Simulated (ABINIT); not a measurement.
Set up this calculation in ABINIT 10.8.3 (patched build), as the native input.

```yaml
Task: single point
Functional: PBE
Potentials_or_basis: JTH PAW PBE v2.0
Cutoff: 1088 eV
k_mesh: 7 × 7 × 7
Occupations: fermi-dirac, width 0.05 eV
Spin: collinear spin, ferromagnetic start
Starting_moments: "[0.0, 0.0, 5.0, 2.5, 0.0, 0.0, 0.0, 0.0, 0.0, 0.0] μB"
Fine-grid_cutoff: 1687.11 eV
```

NaLaMnMoO6:

```
CELL_PARAMETERS angstrom
-2.72294 2.72294 3.89889
2.72294 -2.72294 3.89889
2.72294 2.72294 -3.89889
ATOMIC_POSITIONS crystal
Na 0.25000 0.75000 0.50000
La 0.75000 0.25000 0.50000
Mn 0.50000 0.50000 0.00000
Mo 0.00000 0.00000 0.00000
O 0.20766 0.29607 0.50371
O 0.29605 0.79234 0.08841
O 0.79236 0.70395 0.49629
O 0.70393 0.20764 0.91159
O 0.25194 0.25194 0.00000
O 0.74806 0.74806 0.00000
```

The cell was built by a generator and needn't be a form met in nature.

The input as run:

run.abi

```
# Pseudopotentials
pp_dirpath "./"
pseudos "Na.GGA_PBE-JTH.xml, La.GGA_PBE-JTH.xml, Mn.GGA_PBE-JTH.xml, Mo.GGA_PBE-JTH.xml, O.GGA_PBE-JTH.xml"

# Structure
acell 5.4799769816 5.4799769816 5.4799769816 Angstrom
rprim
    -0.4968889485     0.4968889485     0.7114792659
     0.4968889485    -0.4968889485     0.7114792659
     0.4968889485     0.4968889485    -0.7114792659
ntypat 5
znucl 11 57 25 42 8
natom 10
typat 1 2 3 4 5 5 5 5 5 5
xred
     0.2500000000     0.7500000000     0.5000000000
     0.7500000000     0.2500000000     0.5000000000
     0.5000000000     0.5000000000     0.0000000000
     0.0000000000     0.0000000000     0.0000000000
     0.2076600000     0.2960700000     0.5037100000
     0.2960500000     0.7923400000     0.0884100000
     0.7923600000     0.7039500000     0.4962900000
     0.7039300000     0.2076400000     0.9115900000
     0.2519400000     0.2519400000     0.0000000000
     0.7480600000     0.7480600000     0.0000000000

# Plane-wave basis
ecut 40.0
pawecutdg 62.0
pawxcdev 0

# k points
kptopt 1
ngkpt 7 7 7
nshiftk 1
shiftk 0.0 0.0 0.0

# Exchange and correlation
ixc 11

# Bands and occupations
nband 56
occopt 3
tsmear 0.05 eV

# Spin
nsppol 2
spinat
     0.0000000000     0.0000000000     0.0000000000
     0.0000000000     0.0000000000     0.0000000000
     0.0000000000     0.0000000000     5.0000000000
     0.0000000000     0.0000000000     2.5000000000
     0.0000000000     0.0000000000     0.0000000000
     0.0000000000     0.0000000000     0.0000000000
     0.0000000000     0.0000000000     0.0000000000
     0.0000000000     0.0000000000     0.0000000000
     0.0000000000     0.0000000000     0.0000000000
     0.0000000000     0.0000000000     0.0000000000

# SCF cycle
nstep 100
tolvrs 1.0e-9

# Output
iomode 3
prtwf 0
prtden 0
prteig 0
prtebands 0
enunit 1
```

Potentials or basis: JTH PAW PBE v2.0.

Command:

```bash
$ mpirun --bind-to none -np 4 abinit run.abi > log 2>&1
```

It gave:

- Pressure: 0.9 GPa
- Largest force: 0.127 eV/Å
- Band gap on the k mesh: none (metal or under the smearing width)
- Net moment: 1.97 μB per cell
- Site moments: Na +0.00; La -0.02; Mn +2.47; Mo -0.53; O +0.01 μB
- Valence electrons inside the program's atomic spheres: Na 7.62; La 7.88; Mn 13.22; Mo 11.25; O 4.56

Caveat: a cell with one magnetic atom can't hold antiferromagnetic order, which such compounds often take; semilocal functionals often make such compounds metallic where correlation or magnetic order opens a gap, which also shifts bond lengths.

Run time: 36 min on 4 MPI ranks on Arm Neoverse V2, on a shared host, peak memory 2.8 GiB a rank.
